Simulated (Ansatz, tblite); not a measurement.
## A script for NiSeO (GFN2-xTB)

These are simulated results from tblite 0.8.0, not measurements. The cell was built from a prototype and was relaxed with r2SCAN in plane waves (Ansatz 0.2.0). It may be hypothetical. It is a single sheet, repeated along a and b, with vacuum along c. All runs are without spin polarisation, and a magnetic state may lie lower.

In-plane lattice: a = 3.142 Å, b = 3.142 Å, γ = 120.0°; thickness between the outer nuclei 2.22 Å. Ni has 3 O at 2.00 Å and 3 Se at 2.28 Å; O has 3 Ni at 2.00 Å; Se has 3 Ni at 2.28 Å.

tblite solves periodic systems at the zone centre alone, so the script builds a cluster of 4×4×1 conventional cells (48 atoms), which folds in a coarse mesh of k points.

Input script:

```python
import json
from ase import Atoms
from ase.build import make_supercell
from ase.units import Bohr, GPa, Hartree
from tblite.interface import Calculator

atoms = Atoms(['Ni', 'O', 'Se'],
              cell=[[3.142063, 0.0, -0.0], [-1.571032, 2.721106, 0.0], [-0.0, -0.0, 28.917793]],
              scaled_positions=[[-0.0, 0.0, 0.31737], [0.333333, 0.666667, 0.346555], [0.666667, 0.333333, 0.269757]],
              pbc=True)
cluster = make_supercell(atoms, [[4, 0, 0], [0, 4, 0], [0, 0, 1]])
calc = Calculator('GFN2-xTB', cluster.numbers, cluster.positions / Bohr, lattice=cluster.cell[:] / Bohr, periodic=cluster.pbc)
calc.set('temperature', 0.02 / Hartree)
calc.set('max-iter', 150)
res = calc.singlepoint()
levels = res.get('orbital-energies') * Hartree
nv = round(res.get('orbital-occupations').sum() / 2)
cells = len(cluster) // len(atoms)
out = {'energy_per_cell': res.get('energy') * Hartree / cells, 'homo': levels[nv - 1], 'lumo': levels[nv],
       'stress': (-res.get('virial') * Hartree / cluster.get_volume() / GPa).tolist(), 'charges': res.get('charges')[:len(atoms)].tolist(), 'electrons': 2 * nv / cells}
json.dump(out, open('results.json', 'w'))
for key, value in out.items():
    print(key, value)
```

Command: `python run.py`. It took 2.5 s on 1 thread of Arm Neoverse V2, on a shared host, peak memory 0.11 GiB.

The log:

```
------------------------------------------------------------
  cycle        total energy    energy error   density error
------------------------------------------------------------
      1     -176.2317754227  -1.7636087E+02   5.2905964E-01
      2     -114.0483455230   6.2183430E+01   8.8367994E-01
      3     -190.3712252415  -7.6322880E+01   4.1490618E-01
      4     -191.9813936771  -1.6101684E+00   2.1014967E-01
      5     -191.4929239497   4.8846973E-01   1.5203261E-01
      6     -192.1760599440  -6.8313599E-01   1.3075067E-01
      7     -191.2188053481   9.5725460E-01   1.1234151E-01
      8     -191.7473186380  -5.2851329E-01   9.0549595E-02
      9     -192.1982957725  -4.5097713E-01   6.7418760E-02
     10     -191.7836136056   4.1468217E-01   7.3642177E-02
     11     -192.5674996581  -7.8388605E-01   3.6030975E-02
     12     -192.4373618287   1.3013783E-01   4.6463847E-02
     13     -192.6418125028  -2.0445067E-01   2.0979891E-02
     14     -192.6477207680  -5.9082652E-03   1.7530312E-02
     15     -192.6045548390   4.3165929E-02   2.3983524E-02
     16     -192.6572255735  -5.2670734E-02   1.4017194E-02
     17     -192.6567146589   5.1091454E-04   1.2967459E-02
     18     -192.6190838143   3.7630845E-02   2.0458662E-02
     19     -192.6604208547  -4.1337040E-02   9.8246990E-03
     20     -192.6597481522   6.7270255E-04   9.2060325E-03
     21     -192.6589360300   8.1212212E-04   9.2035650E-03
     22     -192.6622456827  -3.3096526E-03   7.1176155E-03
     23     -192.6629765818  -7.3089913E-04   5.3450662E-03
     24     -192.6636103602  -6.3377834E-04   2.9257050E-03
     25     -192.6637855395  -1.7517939E-04   1.8455033E-03
     26     -192.6638744645  -8.8924964E-05   1.1635096E-03
     27     -192.6639461302  -7.1665699E-05   7.8667184E-04
     28     -192.6639502952  -4.1649898E-06   6.2691758E-04
     29     -192.6639628301  -1.2534910E-05   5.0922327E-04
     30     -192.6639637182  -8.8810148E-07   5.0116842E-04
     31     -192.6639612579   2.4602815E-06   4.8252891E-04
     32     -192.6639365205   2.4737406E-05   6.1669758E-04
     33     -192.6639461485  -9.6280077E-06   5.2208827E-04
     34     -192.6639534507  -7.3022156E-06   4.0480600E-04
     35     -192.6639583144  -4.8636548E-06   2.9978753E-04
     36     -192.6639570828   1.2315840E-06   3.2446477E-04
     37     -192.6639561032   9.7959969E-07   3.1917701E-04
     38     -192.6639588707  -2.7674713E-06   2.8440147E-04
     39     -192.6639623392  -3.4685599E-06   1.8264987E-04
     40     -192.6639620154   3.2382462E-07   1.3497264E-04
     41     -192.6639622784  -2.6294211E-07   1.1888331E-04
     42     -192.6639629292  -6.5086081E-07   8.4158952E-05
     43     -192.6639629994  -7.0138441E-08   7.9051937E-05
     44     -192.6639630347  -3.5335290E-08   7.8092235E-05
     45     -192.6639628879   1.4675334E-07   8.0255578E-05
     46     -192.6639628021   8.5802043E-08   8.0777193E-05
     47     -192.6639625714   2.3072604E-07   9.4822802E-05
     48     -192.6639624431   1.2827488E-07   8.8728710E-05
     49     -192.6639627053  -2.6214013E-07   6.3282147E-05
     50     -192.6639627760  -7.0736718E-08   5.3061846E-05
     51     -192.6639628243  -4.8236387E-08   3.9178620E-05
     52     -192.6639628853  -6.1055971E-08   2.9450173E-05
     53     -192.6639629256  -4.0262364E-08   1.9072437E-05
------------------------------------------------------------

 total:                                   1.893 sec
energy_per_cell -327.665841759514
homo -12.730814061611257
lumo -12.730807386677506
stress [[1.202014494103815, -1.580094604974064e-05, 8.485667001860595e-06], [-1.5800946049733132e-05, 1.201964395271078, -2.1743800792173742e-06], [8.485667001813061e-06, -2.1743800792166432e-06, 0.364874628540546]]
charges [0.23301397004178825, -0.36092204892092417, 0.12785009670703162]
electrons 22.0
```

The cycle table is in hartree for the whole cluster, and the lines after it are in eV (the energy for one cell). The printed stress is in GPa and positive in compression, and the pressure is its mean diagonal, here averaged over the vacuum too.

GFN2-xTB gives no gap at the points read. On the same cell, plane-wave PBE (Ansatz, 12×12×1 k points and the special points) gives no gap (an overlap of 0.09 eV at the points read) and r2SCAN a gap of 0.08 eV; on shared hosts these took about 16 and 32 core-seconds on the 3-atom cell, against 2.5 for the script. Semilocal gaps usually lie below measured ones.

xTB was fitted mostly to molecules, and a small cluster samples few k points, so gaps, pressures and kinks along a curve can be far from a solid's.

Spin-orbit coupling is left out.
